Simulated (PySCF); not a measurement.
**AsF (triplet) at other levels of theory**

Aim: see what other levels and later steps give for AsF (triplet).

Method: method and basis as typed in the scripts; program: PySCF 2.14.0.

1 further run of the same task is left out (it didn't finish).

## (1) Where the work starts

AsF (triplet): 2 atoms, charge 0, spin multiplicity 3.

Bond lengths: As1–F2 1.790 Å.

## (2) Base script

input.py reads:

```python
from pyscf import gto, dft, tdscf

mol = gto.M(
    atom='As 0 0 0; F 0 0 1.79',
    basis='aug-cc-pvdz',
    charge=0,
    spin=2,
    verbose=4,
)
mf = dft.UKS(mol, xc='hcth407')
mf.kernel()
td = tdscf.TDA(mf)
td.nstates = 4
td.kernel()
td.analyze()
mf.dip_moment()
print('orbital energies (hartree):', [e[max(0, n-3):n+3].round(4) for e, n in zip(mf.mo_energy, mol.nelec)])
```

The run is started by

```sh
$ OMP_NUM_THREADS=1 python input.py
```

Standard output:

```text
PySCF version 2.14.0

[INPUT] verbose = 4
[INPUT] num. atoms = 2
[INPUT] num. electrons = 42
[INPUT] charge = 0
[INPUT] spin (= nelec alpha-beta = 2S) = 2
[INPUT] symmetry False subgroup None
[INPUT] Mole.unit = angstrom
[INPUT] Symbol           X                Y                Z      unit          X                Y                Z       unit  Magmom
[INPUT]  1 As     0.000000000000   0.000000000000   0.000000000000 AA    0.000000000000   0.000000000000   0.000000000000 Bohr   0.0
[INPUT]  2 F      0.000000000000   0.000000000000   1.790000000000 AA    0.000000000000   0.000000000000   3.382609762971 Bohr   0.0

nuclear repulsion = 87.8020288509721
number of shells = 17
number of NR pGTOs = 121
number of NR cGTOs = 59
basis = aug-cc-pvdz
ecp = {}

******** <class 'pyscf.dft.uks.UKS'> ********
method = UKS
initial guess = minao
damping factor = 0
level_shift factor = 0
DIIS = <class 'pyscf.scf.diis.CDIIS'>
diis_start_cycle = 1
diis_space = 8
diis_damp = 0
SCF conv_tol = 1e-09
SCF conv_tol_grad = None
SCF max_cycles = 50
direct_scf = True
direct_scf_tol = 1e-13
number electrons alpha = 22  beta = 20
XC library pyscf.dft.libxc version 7.0.0
    S. Lehtola, C. Steigemann, M. J.T. Oliveira, and M. A.L. Marques.,  SoftwareX 7, 1–5 (2018)
XC functionals = hcth407
    A. D. Boese and N. C. Handy.,  J. Chem. Phys. 114, 5497 (2001)
radial grids:
    Treutler-Ahlrichs [JCP 102, 346 (1995); DOI:10.1063/1.469408] (M4) radial grids

becke partition: Becke, JCP 88, 2547 (1988); DOI:10.1063/1.454033
pruning grids: <function nwchem_prune>
grids dens level: 3
symmetrized grids: False
atomic radii adjust function: <function treutler_atomic_radii_adjust>
small_rho_cutoff = 0
Set gradient conv threshold to 3.16228e-05
tot grids = 34688
init E= -2336.15065103482
[... the frontier-level lines of each cycle are left out ...]

cycle= 1 E= -2336.79173320764  delta_E= -0.641  |g|= 0.412  |ddm|= 0.947
cycle= 2 E= -2335.17187767309  delta_E= 1.62  |g|= 1.96  |ddm|=  1.3
cycle= 3 E= -2336.85945501862  delta_E= -1.69  |g|= 0.0439  |ddm|= 1.07
cycle= 4 E= -2336.86011489515  delta_E= -0.00066  |g|= 0.0305  |ddm|= 0.107
cycle= 5 E= -2336.86079062339  delta_E= -0.000676  |g|= 0.00429  |ddm|= 0.0357
cycle= 6 E= -2336.86080361411  delta_E= -1.3e-05  |g|= 0.00133  |ddm|= 0.013
cycle= 7 E= -2336.86080460046  delta_E= -9.86e-07  |g|= 0.000539  |ddm|= 0.00305
cycle= 8 E= -2336.86080472824  delta_E= -1.28e-07  |g|= 8.52e-05  |ddm|= 0.000524
cycle= 9 E= -2336.86080473248  delta_E= -4.24e-09  |g|= 2.24e-05  |ddm|= 0.000133
cycle= 10 E= -2336.86080473287  delta_E= -3.86e-10  |g|= 5.92e-06  |ddm|= 6.49e-05
Extra cycle  E= -2336.86080473288  delta_E= -1.27e-11  |g|= 4.83e-06  |ddm|= 1.41e-05
converged SCF energy = -2336.86080473288  <S^2> = 2.0081205  2S+1 = 3.0054088

******** <class 'pyscf.tdscf.uks.TDA'> for <class 'pyscf.dft.uks.UKS'> ********
nstates = 4
deg_eia_thresh = 1.000e-03
wfnsym = None
conv_tol = 1e-05
eigh lindep = 1e-12
eigh level_shift = 0
eigh max_cycle = 100

Excitation energies (eV)
[3.31643911 3.31643911 5.7755193  5.79727699]

** Excitation energies and oscillator strengths **
Excited State   1:      3.31644 eV    373.85 nm  f=0.0004
      22a ->   23a     -0.99842
Excited State   2:      3.31644 eV    373.85 nm  f=0.0004
      21a ->   23a      0.99842
Excited State   3:      5.77552 eV    214.67 nm  f=0.0000
      19b ->   22b     -0.70346
      20b ->   21b      0.70346
Excited State   4:      5.79728 eV    213.87 nm  f=0.0000
      19b ->   21b      0.70072
      20b ->   22b     -0.70072

** Transition electric dipole moments (AU) **
state          X           Y           Z        Dip. S.      Osc.
  1        -0.0722      0.0175     -0.0000      0.0055      0.0004
  2         0.0175      0.0722     -0.0000      0.0055      0.0004
  3        -0.0000     -0.0000      0.0000      0.0000      0.0000
  4        -0.0000      0.0000      0.0000      0.0000      0.0000

** Transition velocity dipole moments (imaginary part, AU) **
state          X           Y           Z        Dip. S.      Osc.
  1         0.0316     -0.0076     -0.0000      0.0011      0.0058
  2        -0.0076     -0.0316     -0.0000      0.0011      0.0058
  3        -0.0000     -0.0000      0.0000      0.0000      0.0000
  4        -0.0000      0.0000     -0.0000      0.0000      0.0000

** Transition magnetic dipole moments (imaginary part, AU) **
state          X           Y           Z
  1        -0.1962     -0.8102     -0.0000
  2        -0.8102      0.1962     -0.0000
  3         0.0000     -0.0000     -0.0000
  4        -0.0000      0.0000     -0.0000
Dipole moment(X, Y, Z, Debye):  0.00000, -0.00000, -1.77836
orbital energies (hartree): [array([-0.3831, -0.2183, -0.2183, -0.0959,  0.0047,  0.031 ]), array([-0.372 , -0.3674, -0.3674, -0.1551, -0.1551, -0.0779])]
```

Wall time 15 s (1 thread of Arm Neoverse V1, shared host); peak memory 0.25 GiB.

It gives: E(SCF) = -2336.860805 Eh, 10 cycles, ⟨S²⟩ = 2.008, μ = 1.78 D, excitations 3.32, 3.32, 5.78, 5.80 eV.

The bond length is a typed value, not an optimised one. The triplet is typed in the script; nothing here shows that it is the ground state.

## (3) Pbe

Edit 1 changes functional: hcth407 → pbe.

input.py, as its differences from that of step 2:

```diff
@@ -9,3 +9,3 @@
 )
-mf = dft.UKS(mol, xc='hcth407')
+mf = dft.UKS(mol, xc='pbe')
 mf.kernel()
```

The run is started by

```sh
$ OMP_NUM_THREADS=1 python input.py
```

Standard output:

```text
[... 37 set-up lines left out, the same as in an earlier log ...]
XC functionals = pbe
    J. P. Perdew, K. Burke, and M. Ernzerhof.,  Phys. Rev. Lett. 77, 3865 (1996)
    J. P. Perdew, K. Burke, and M. Ernzerhof.,  Phys. Rev. Lett. 78, 1396 (1997)
    J. P. Perdew, K. Burke, and M. Ernzerhof.,  Phys. Rev. Lett. 77, 3865 (1996)
    J. P. Perdew, K. Burke, and M. Ernzerhof.,  Phys. Rev. Lett. 78, 1396 (1997)
[... 11 set-up lines left out, the same as in an earlier log ...]
init E= -2334.54462838084
[... the frontier-level lines of each cycle are left out ...]

cycle= 1 E= -2335.19814942323  delta_E= -0.654  |g|= 0.368  |ddm|= 0.953
cycle= 2 E= -2334.07693181386  delta_E= 1.12  |g|= 1.71  |ddm|= 1.08
cycle= 3 E= -2335.25055986128  delta_E= -1.17  |g|= 0.0393  |ddm|= 0.89
cycle= 4 E= -2335.25066272933  delta_E= -0.000103  |g|= 0.0309  |ddm|= 0.0601
cycle= 5 E= -2335.2511758015  delta_E= -0.000513  |g|= 0.00561  |ddm|= 0.0253
cycle= 6 E= -2335.25119129324  delta_E= -1.55e-05  |g|= 0.000652  |ddm|= 0.00549
cycle= 7 E= -2335.25119156752  delta_E= -2.74e-07  |g|= 0.000162  |ddm|= 0.000863
cycle= 8 E= -2335.25119157906  delta_E= -1.15e-08  |g|= 6.24e-05  |ddm|= 0.000178
cycle= 9 E= -2335.2511915816  delta_E= -2.54e-09  |g|= 6.06e-06  |ddm|= 7.38e-05
cycle= 10 E= -2335.25119158162  delta_E= -1.59e-11  |g|= 1.59e-06  |ddm|= 1.07e-05
Extra cycle  E= -2335.25119158162  delta_E= -3.64e-12  |g|= 2.62e-06  |ddm|= 3.57e-06
converged SCF energy = -2335.25119158162  <S^2> = 2.0025743  2S+1 = 3.0017157

******** <class 'pyscf.tdscf.uks.TDA'> for <class 'pyscf.dft.uks.UKS'> ********
nstates = 4
deg_eia_thresh = 1.000e-03
wfnsym = None
conv_tol = 1e-05
eigh lindep = 1e-12
eigh level_shift = 0
eigh max_cycle = 100

Excitation energies (eV)
[3.21423272 3.21423272 5.63052535 5.63052535]

** Excitation energies and oscillator strengths **
Excited State   1:      3.21423 eV    385.73 nm  f=0.0004
      22a ->   23a     -0.99854
Excited State   2:      3.21423 eV    385.73 nm  f=0.0004
      21a ->   23a      0.99854
Excited State   3:      5.63053 eV    220.20 nm  f=0.0925
      22a ->   24a      0.99866
Excited State   4:      5.63053 eV    220.20 nm  f=0.0925
      21a ->   24a      0.99866

** Transition electric dipole moments (AU) **
state          X           Y           Z        Dip. S.      Osc.
  1        -0.0660      0.0308      0.0000      0.0053      0.0004
  2         0.0308      0.0660      0.0000      0.0053      0.0004
  3         0.7517     -0.3245      0.0000      0.6704      0.0925
  4         0.3245      0.7517     -0.0000      0.6704      0.0925

** Transition velocity dipole moments (imaginary part, AU) **
state          X           Y           Z        Dip. S.      Osc.
  1         0.0311     -0.0145      0.0000      0.0012      0.0067
  2        -0.0145     -0.0311      0.0000      0.0012      0.0067
  3         0.1410     -0.0609      0.0000      0.0236      0.0760
  4         0.0609      0.1410     -0.0000      0.0236      0.0760

** Transition magnetic dipole moments (imaginary part, AU) **
state          X           Y           Z
  1        -0.3545     -0.7597     -0.0000
  2        -0.7597      0.3545      0.0000
  3         0.1336      0.3094      0.0000
  4        -0.3094      0.1336      0.0000
Dipole moment(X, Y, Z, Debye): -0.00000, -0.00000, -1.69116
orbital energies (hartree): [array([-0.3765, -0.2099, -0.2099, -0.0921, -0.0012,  0.0303]), array([-0.3698, -0.3624, -0.3624, -0.1433, -0.1433, -0.0668])]
```

Wall time 14 s (1 thread of Arm Neoverse V1, shared host).

This run: E(SCF) = -2335.251192 Eh, 10 cycles, ⟨S²⟩ = 2.003, μ = 1.69 D, excitations 3.21, 3.21, 5.63, 5.63 eV.

Spectrum from the printed roots.

| excitation energy (eV) | relative intensity |
| --- | --- |
| 5.63 | 100 |

## (4) MP2 (UHF)

Edit 2 changes step after the SCF: tda → mp2; SCF type: UKS → UHF; functional: hcth407 → none (Hartree–Fock).

input.py reads:

```python
from pyscf import gto, scf, mp

mol = gto.M(
    atom='As 0 0 0; F 0 0 1.79',
    basis='aug-cc-pvdz',
    charge=0,
    spin=2,
    verbose=4,
)
mf = scf.UHF(mol)
mf.kernel()
mp.MP2(mf).kernel()
mf.dip_moment()
print('orbital energies (hartree):', [e[max(0, n-3):n+3].round(4) for e, n in zip(mf.mo_energy, mol.nelec)])
```

The run is started by

```sh
$ OMP_NUM_THREADS=1 python input.py
```

Standard output:

```text
[... 20 set-up lines left out, the same as in an earlier log ...]
******** <class 'pyscf.scf.uhf.UHF'> ********
method = UHF
[... 14 set-up lines left out, the same as in an earlier log ...]
init E= -2332.59681604464
[... the frontier-level lines of each cycle are left out ...]

cycle= 1 E= -2333.5702687477  delta_E= -0.973  |g|= 0.321  |ddm|= 0.946
cycle= 2 E= -2333.60607817147  delta_E= -0.0358  |g|= 0.236  |ddm|= 0.368
cycle= 3 E= -2333.62533573276  delta_E= -0.0193  |g|= 0.0331  |ddm|= 0.129
cycle= 4 E= -2333.62662945887  delta_E= -0.00129  |g|= 0.0113  |ddm|= 0.0558
cycle= 5 E= -2333.62688197344  delta_E= -0.000253  |g|= 0.00503  |ddm|= 0.023
cycle= 6 E= -2333.62695369689  delta_E= -7.17e-05  |g|= 0.00218  |ddm|= 0.0137
cycle= 7 E= -2333.62696961999  delta_E= -1.59e-05  |g|= 0.000854  |ddm|= 0.00825
cycle= 8 E= -2333.6269717708  delta_E= -2.15e-06  |g|= 0.000432  |ddm|= 0.00288
cycle= 9 E= -2333.62697231901  delta_E= -5.48e-07  |g|= 0.000163  |ddm|= 0.00153
cycle= 10 E= -2333.62697238645  delta_E= -6.74e-08  |g|= 3.93e-05  |ddm|= 0.000631
cycle= 11 E= -2333.62697238904  delta_E= -2.6e-09  |g|= 1.3e-05  |ddm|= 0.000122
cycle= 12 E= -2333.62697238927  delta_E= -2.27e-10  |g|= 3.88e-06  |ddm|= 3.15e-05
Extra cycle  E= -2333.62697238929  delta_E= -1.32e-11  |g|= 2.3e-06  |ddm|= 4.29e-06
converged SCF energy = -2333.62697238929  <S^2> = 2.0198389  2S+1 = 3.0131969

******** <class 'pyscf.mp.ump2.UMP2'> ********
nocc = (np.int64(22), np.int64(20)), nmo = (59, 59)
E(UMP2) = -2333.94215365323  E_corr = -0.315181263946243
E(SCS-UMP2) = -2333.92773822971  E_corr = -0.300765840426353
E_corr(same-spin) = -0.0893673188182368
E_corr(oppo-spin) = -0.225813945128007
Dipole moment(X, Y, Z, Debye): -0.00000, -0.00000, -2.29328
orbital energies (hartree): [array([-0.5973, -0.375 , -0.375 ,  0.0409,  0.0798,  0.0863]), array([-0.618 , -0.618 , -0.5234,  0.0177,  0.0177,  0.0556])]
```

Wall time 1.6 s (1 thread of Arm Neoverse V1, shared host).

Outcome: E(SCF) = -2333.626972 Eh, 12 cycles, E(MP2) − E(SCF) = -0.31518 Eh, ⟨S²⟩ = 2.020, μ = 2.29 D (of the SCF density).

## (5) Number of roots 2

Edit 3 changes number of roots: 4 → 2.

input.py, as its differences from that of step 2:

```diff
@@ -12,3 +12,3 @@
 td = tdscf.TDA(mf)
-td.nstates = 4
+td.nstates = 2
 td.kernel()
```

The run is started by

```sh
$ OMP_NUM_THREADS=1 python input.py
```

Standard output:

```text
[... 50 set-up lines left out, the same as in an earlier log ...]
init E= -2336.15065103482
[... the frontier-level lines of each cycle are left out ...]

cycle= 1 E= -2336.79173320764  delta_E= -0.641  |g|= 0.412  |ddm|= 0.947
cycle= 2 E= -2335.17187767309  delta_E= 1.62  |g|= 1.96  |ddm|=  1.3
cycle= 3 E= -2336.85945501862  delta_E= -1.69  |g|= 0.0439  |ddm|= 1.07
cycle= 4 E= -2336.86011489515  delta_E= -0.00066  |g|= 0.0305  |ddm|= 0.107
cycle= 5 E= -2336.86079062339  delta_E= -0.000676  |g|= 0.00429  |ddm|= 0.0357
cycle= 6 E= -2336.86080361411  delta_E= -1.3e-05  |g|= 0.00133  |ddm|= 0.013
cycle= 7 E= -2336.86080460046  delta_E= -9.86e-07  |g|= 0.000539  |ddm|= 0.00305
cycle= 8 E= -2336.86080472824  delta_E= -1.28e-07  |g|= 8.52e-05  |ddm|= 0.000524
cycle= 9 E= -2336.86080473248  delta_E= -4.24e-09  |g|= 2.24e-05  |ddm|= 0.000133
cycle= 10 E= -2336.86080473287  delta_E= -3.86e-10  |g|= 5.92e-06  |ddm|= 6.49e-05
Extra cycle  E= -2336.86080473288  delta_E= -1.27e-11  |g|= 4.83e-06  |ddm|= 1.41e-05
converged SCF energy = -2336.86080473288  <S^2> = 2.0081205  2S+1 = 3.0054088

******** <class 'pyscf.tdscf.uks.TDA'> for <class 'pyscf.dft.uks.UKS'> ********
nstates = 2
deg_eia_thresh = 1.000e-03
wfnsym = None
conv_tol = 1e-05
eigh lindep = 1e-12
eigh level_shift = 0
eigh max_cycle = 100

Excitation energies (eV)
[3.31643911 3.31643911]

** Excitation energies and oscillator strengths **
Excited State   1:      3.31644 eV    373.85 nm  f=0.0004
      22a ->   23a     -0.99841
Excited State   2:      3.31644 eV    373.85 nm  f=0.0004
      21a ->   23a      0.99841

** Transition electric dipole moments (AU) **
state          X           Y           Z        Dip. S.      Osc.
  1        -0.0722      0.0175     -0.0000      0.0055      0.0004
  2         0.0175      0.0722     -0.0000      0.0055      0.0004

** Transition velocity dipole moments (imaginary part, AU) **
state          X           Y           Z        Dip. S.      Osc.
  1         0.0316     -0.0077     -0.0000      0.0011      0.0058
  2        -0.0077     -0.0316     -0.0000      0.0011      0.0058

** Transition magnetic dipole moments (imaginary part, AU) **
state          X           Y           Z
  1        -0.1967     -0.8100     -0.0000
  2        -0.8100      0.1967     -0.0000
Dipole moment(X, Y, Z, Debye):  0.00000, -0.00000, -1.77836
orbital energies (hartree): [array([-0.3831, -0.2183, -0.2183, -0.0959,  0.0047,  0.031 ]), array([-0.372 , -0.3674, -0.3674, -0.1551, -0.1551, -0.0779])]
```

Wall time 8.3 s (1 thread of Arm Neoverse V1, shared host).

This run: E(SCF) = -2336.860805 Eh (no change), 10 cycles, ⟨S²⟩ = 2.008, μ = 1.78 D, excitations 3.32, 3.32 eV.

## (6) Pw91

Edit 4 changes functional: hcth407 → pw91.

input.py, as its differences from that of step 2:

```diff
@@ -9,3 +9,3 @@
 )
-mf = dft.UKS(mol, xc='hcth407')
+mf = dft.UKS(mol, xc='pw91')
 mf.kernel()
```

The run is started by

```sh
$ OMP_NUM_THREADS=1 python input.py
```

Standard output:

```text
[... 37 set-up lines left out, the same as in an earlier log ...]
XC functionals = pw91
    J. P. Perdew. In P. Ziesche and H. Eschrig, editors, Proceedings of the 75. WE-Heraeus-Seminar and 21st Annual International Symposium on Electronic Structure of Solids, 11. Berlin, 1991. Akademie Verlag.
    J. P. Perdew, J. A. Chevary, S. H. Vosko, K. A. Jackson, M. R. Pederson, D. J. Singh, and C. Fiolhais.,  Phys. Rev. B 46, 6671 (1992)
    J. P. Perdew, J. A. Chevary, S. H. Vosko, K. A. Jackson, M. R. Pederson, D. J. Singh, and C. Fiolhais.,  Phys. Rev. B 48, 4978 (1993)
    J. P. Perdew. In P. Ziesche and H. Eschrig, editors, Proceedings of the 75. WE-Heraeus-Seminar and 21st Annual International Symposium on Electronic Structure of Solids, 11. Berlin, 1991. Akademie Verlag.
    J. P. Perdew, J. A. Chevary, S. H. Vosko, K. A. Jackson, M. R. Pederson, D. J. Singh, and C. Fiolhais.,  Phys. Rev. B 46, 6671 (1992)
    J. P. Perdew, J. A. Chevary, S. H. Vosko, K. A. Jackson, M. R. Pederson, D. J. Singh, and C. Fiolhais.,  Phys. Rev. B 48, 4978 (1993)
[... 11 set-up lines left out, the same as in an earlier log ...]
init E= -2335.09705197636
[... the frontier-level lines of each cycle are left out ...]

cycle= 1 E= -2335.74740399081  delta_E= -0.65  |g|= 0.379  |ddm|= 0.953
cycle= 2 E= -2334.51514135249  delta_E= 1.23  |g|= 1.79  |ddm|= 1.12
cycle= 3 E= -2335.80289944139  delta_E= -1.29  |g|= 0.0408  |ddm|= 0.922
cycle= 4 E= -2335.80299569022  delta_E= -9.62e-05  |g|= 0.0321  |ddm|= 0.0614
cycle= 5 E= -2335.80356762293  delta_E= -0.000572  |g|= 0.00584  |ddm|= 0.027
cycle= 6 E= -2335.80358415614  delta_E= -1.65e-05  |g|= 0.000659  |ddm|= 0.0057
cycle= 7 E= -2335.80358443656  delta_E= -2.8e-07  |g|= 0.000189  |ddm|= 0.000965
cycle= 8 E= -2335.80358445388  delta_E= -1.73e-08  |g|= 6.47e-05  |ddm|= 0.000214
cycle= 9 E= -2335.80358445631  delta_E= -2.42e-09  |g|= 7.07e-06  |ddm|= 7.02e-05
cycle= 10 E= -2335.80358445634  delta_E= -3e-11  |g|= 1.61e-06  |ddm|= 1.15e-05
Extra cycle  E= -2335.80358445634  delta_E= -4.55e-13  |g|= 2.74e-06  |ddm|= 3.7e-06
converged SCF energy = -2335.80358445634  <S^2> = 2.0025563  2S+1 = 3.0017037

******** <class 'pyscf.tdscf.uks.TDA'> for <class 'pyscf.dft.uks.UKS'> ********
nstates = 4
deg_eia_thresh = 1.000e-03
wfnsym = None
conv_tol = 1e-05
eigh lindep = 1e-12
eigh level_shift = 0
eigh max_cycle = 100

Excitation energies (eV)
[3.19935872 3.19935872 5.55086668 5.55086668]

** Excitation energies and oscillator strengths **
Excited State   1:      3.19936 eV    387.53 nm  f=0.0004
      22a ->   23a     -0.99852
Excited State   2:      3.19936 eV    387.53 nm  f=0.0004
      21a ->   23a     -0.99852
Excited State   3:      5.55087 eV    223.36 nm  f=0.0890
      22a ->   24a     -0.99910
Excited State   4:      5.55087 eV    223.36 nm  f=0.0890
      21a ->   24a      0.99910

** Transition electric dipole moments (AU) **
state          X           Y           Z        Dip. S.      Osc.
  1         0.0163     -0.0714      0.0000      0.0054      0.0004
  2        -0.0714     -0.0163      0.0000      0.0054      0.0004
  3         0.1799     -0.7888      0.0000      0.6545      0.0890
  4         0.7888      0.1799     -0.0000      0.6545      0.0890

** Transition velocity dipole moments (imaginary part, AU) **
state          X           Y           Z        Dip. S.      Osc.
  1        -0.0077      0.0336      0.0000      0.0012      0.0067
  2         0.0336      0.0077      0.0000      0.0012      0.0067
  3         0.0334     -0.1462      0.0000      0.0225      0.0735
  4         0.1462      0.0334     -0.0000      0.0225      0.0735

** Transition magnetic dipole moments (imaginary part, AU) **
state          X           Y           Z
  1         0.8177      0.1868     -0.0000
  2         0.1868     -0.8177      0.0000
  3         0.3192      0.0728      0.0000
  4        -0.0728      0.3192     -0.0000
Dipole moment(X, Y, Z, Debye):  0.00000, -0.00000, -1.72353
orbital energies (hartree): [array([-0.3792, -0.2118, -0.2118, -0.0947, -0.0067,  0.0242]), array([-0.3727, -0.3652, -0.3652, -0.1464, -0.1464, -0.0702])]
```

Run time: 14 s. Hardware: 1 thread of Arm Neoverse V1, shared host.

Result: E(SCF) = -2335.803584 Eh, 10 cycles, ⟨S²⟩ = 2.003, μ = 1.72 D, excitations 3.20, 3.20, 5.55, 5.55 eV.

The absorption lines that the run found.

```json
{"excitation energy (eV)": "5.55", "relative intensity": "100"}
```

## (7) Side by side

```tsv
run	E(SCF) (hartree)	from base (eV)	cycles	gap, α spin (eV)	SCF dipole (D)	after the SCF
base	-2336.860805	0	10	3.33	1.78	lowest root found 3.32 eV
pbe	-2335.251192	not comparable	10	3.21	1.69	lowest root found 3.21 eV
MP2 (UHF)	-2333.626972	not comparable	12	11.32	2.29	MP2 correlation -8.577 eV
number of roots 2	-2336.860805	0.0000	10	3.33	1.78	lowest root found 3.32 eV
pw91	-2335.803584	not comparable	10	3.19	1.72	lowest root found 3.20 eV
```

Wall time on 1 thread of Arm Neoverse V1, shared host, start-up included: base 15 s; pbe 14 s; MP2 (UHF) 1.6 s; number of roots 2 8.3 s; pw91 14 s.

In words: A lower total energy from another functional means nothing by itself.
